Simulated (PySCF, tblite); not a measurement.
**C3H10OSSi3: geometry, infrared bands and NMR shifts**

Wanted: the infrared bands and NMR shifts of C3H10OSSi3 (`CC(=O)[Si@@H]1[SiH2]S[C@H]1[SiH3]`), by calculation.

Computed with tblite 0.8.0 and PySCF 2.14.0, with density-fitted response routines of our own, on a single molecule in the gas phase. Atoms count from 0, in the outputs and in this text.

### 1 The molecule as given

18 atoms, charge 0, multiplicity 1; geometry from: force field or distance geometry start.

Bonds of the start (Å): C0–C1 1.50, C1–O2 1.20, C1–Si3 1.85, Si3–Si4 2.22, Si4–S5 2.14, S5–C6 1.81, C6–Si7 1.84, C6–Si3 1.85, C0–H8 1.09, C0–H9 1.11, C0–H10 1.13, Si3–H11 1.47, Si4–H12 1.45, Si4–H13 1.44, C6–H14 1.10, Si7–H15 1.48, Si7–H16 1.45, Si7–H17 1.47.

### 2 Optimising the geometry with GFN2-xTB

Job settings and geometry (Å):

```
{"job": {"kind": "relax", "xc": "GFN2-xTB", "basis": "xTB"}, "charge": 0, "multiplicity": 1}
C     -2.510200    -1.462700    -0.278200
C     -1.804800    -0.188400    -0.624200
O     -2.153500     0.512200    -1.536600
Si    -0.346700     0.234400     0.436600
Si     0.056700     2.403500     0.152400
S      1.170000     1.304400    -1.305300
C      1.189800    -0.287800    -0.450300
Si     2.731900    -0.479700     0.541600
H     -1.957700    -2.302500    -0.699700
H     -2.686900    -1.514400     0.813900
H     -3.513300    -1.413900    -0.800900
H     -0.471900    -0.151000     1.852100
H     -1.069000     3.105200    -0.433400
H      0.791900     3.056400     1.206100
H      0.979300    -1.177300    -1.068000
H      3.536500    -1.520300    -0.146700
H      2.553200    -0.875800     1.929200
H      3.495900     0.763800     0.399800
```

Started as:

```
$ OMP_NUM_THREADS=1 python probes_run.py task.json out
```

The driver reads the jobs from task.json and runs them one after another.

**Question.** This job is followed by: GFN2-xTB harmonic vibrations, gas phase; GIAO PBE0/pcSseg-1 NMR shielding, non-relativistic, gas phase. What will the session give for the following? strongest single infrared mode (GFN2-xTB); zero-point energy (GFN2-xTB); 13C shifts against TMS (PBE0/pcSseg-1); 1H shifts against TMS (PBE0/pcSseg-1, means over atoms taken as alike); 17O shifts against H2O (PBE0/pcSseg-1); 29Si shifts against TMS (PBE0/pcSseg-1); 33S shifts against CS2 (PBE0/pcSseg-1).

As calculated:

| quantity | value |
| --- | --- |
| strongest single infrared mode (GFN2-xTB) | 779 cm⁻¹, 406 km/mol |
| zero-point energy (GFN2-xTB) | 70.5 kcal/mol |
| 13C shifts against TMS (PBE0/pcSseg-1) | 240.0, 38.5, 11.3 ppm |
| 1H shifts against TMS (PBE0/pcSseg-1, means over atoms taken as alike) | 5.54, 5.53, 5.27, 4.12, 2.57, 2.40 ppm |
| 17O shifts against H2O (PBE0/pcSseg-1) | 856.4 ppm |
| 29Si shifts against TMS (PBE0/pcSseg-1) | -24.2, -34.3, -62.3 ppm |
| 33S shifts against CS2 (PBE0/pcSseg-1) | -129 ppm |

In words: The optimisation took 147 steps and gained 1.215 eV; among the close pairs (by a distance rule), Si3–Si4 changed most, from 2.225 to 2.312 Å. No mode is imaginary among the 48: a minimum at this level. The strongest single mode, at 779 cm⁻¹, has its largest shares on H15, H17, H12 and H13 (the list is cut at 4 atoms). Unscaled tight-binding wavenumbers are off by several per cent, some by more. Its intensities can rank the bands wrongly. At PBE0/pcSseg-1: The widest tensor belongs to O2: span 1710 ppm, with a paramagnetic part of -918 ppm.
